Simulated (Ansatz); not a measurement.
Crystal: Mn2FeSe3.

```xyz
6
Lattice="3.5257 0.0000 0.0000 -1.7629 3.0534 0.0000 0.0000 0.0000 8.5645" Properties=species:S:1:pos:R:3 pbc="T T T"
Se    0.0000    0.0000    4.2823
Se    1.7629    1.0178    7.1891
Se    0.0000    2.0356    1.3754
Fe    0.0000    0.0000    0.0000
Mn    1.7629    1.0178    2.8538
Mn    0.0000    2.0356    5.7107
```

The cell comes from a database or a generator and needn't be the stable form of this composition.

Base run:

* Program: Ansatz 0.2.0
* Functional: PBE
* Potentials or basis: Ansatz PAW
* Cutoff: 420 eV (not typed: the program's choice for these potentials)
* k mesh: 9 × 9 × 3
* Occupations: fermi-dirac, width 0.05 eV
* Spin: collinear spin, ferromagnetic start
* Starting moments: [0.0, 0.0, 0.0, 3.0, 4.0, 4.0] μB

Its results: band gap on the k mesh none (metal or under the smearing width); pressure 17.5 GPa; largest force 0.436 eV/Å.

Problem. The run is repeated on the same cell with these changes: spin from collinear spin, ferromagnetic start to no spin polarisation. What comes out?

Solution. Band gap on the k mesh none (metal or under the smearing width); pressure -1.6 GPa; largest force 0.204 eV/Å.

Caveats: semilocal functionals often make such compounds metallic where correlation or magnetic order opens a gap, which also shifts bond lengths; the starting moments weren't kept (some runs).
